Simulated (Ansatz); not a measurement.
The system is AlNi3.

```
Ni Al
1.0
     0.00000    2.80189    2.80189
     2.80189    0.00000    2.80189
     2.80189    2.80189    0.00000
Ni Al
3 1
Cartesian
  4.2028 4.2028 4.2028
  0.0000 0.0000 0.0000
  1.4009 1.4009 1.4009
  2.8019 2.8019 2.8019
```

The cell comes from a database or a generator and needn't be the stable form of this composition.

| Quantity | Value |
| --- | --- |
| Program | Ansatz 0.2.0 |
| Task | single point |
| Functional | PBEsol |
| Potentials or basis | all-electron LAPW, scalar-relativistic |
| Cutoff | 329 eV (chosen from the basis error) |
| Basis error allowed | 0.001 eV/atom |
| k mesh | 8 × 8 × 8 |
| Occupations | fermi-dirac, width 0.05 eV |
| Spin | collinear spin, ferromagnetic start |
| Starting moments | [1.0, 1.0, 1.0, 0.0] μB |

On this cell: pressure -0.8 GPa; largest force zero by symmetry; net moment 0.00 μB per cell; band gap on the k mesh none (metal or under the smearing width).

The same run follows on a disturbed copy (atoms moved at random, drawn with an rms of 0.05 Å):

```xyz
4
Lattice="0.0000 2.8019 2.8019 2.8019 0.0000 2.8019 2.8019 2.8019 0.0000" Properties=species:S:1:pos:R:3 pbc="T T T"
Ni    4.2114    4.2121    4.1976
Ni   -0.0267    0.0170   -0.0203
Ni    1.4600    1.3871    1.4107
Al    2.7731    2.8322    2.7668
```

**Question.** What does the disturbed cell give?

**Answer.** The energy (extrapolated to zero smearing) moves by +11.9 meV/atom; pressure -0.2 GPa; largest force 0.772 eV/Å; net moment 0.00 μB per cell; band gap on the k mesh none (metal or under the smearing width).

Forces on the atoms (eV/Å):
```
Ni  -0.271  0.112 -0.173
Ni   0.469 -0.163  0.191
Ni  -0.660  0.283 -0.284
Al   0.463 -0.232  0.266
```

Stress tensor (GPa, compression positive):
```
-0.39 -0.40  0.46
-0.40 -0.08 -0.36
 0.46 -0.36 -0.10
```

Caveats: the starting moments weren't kept.
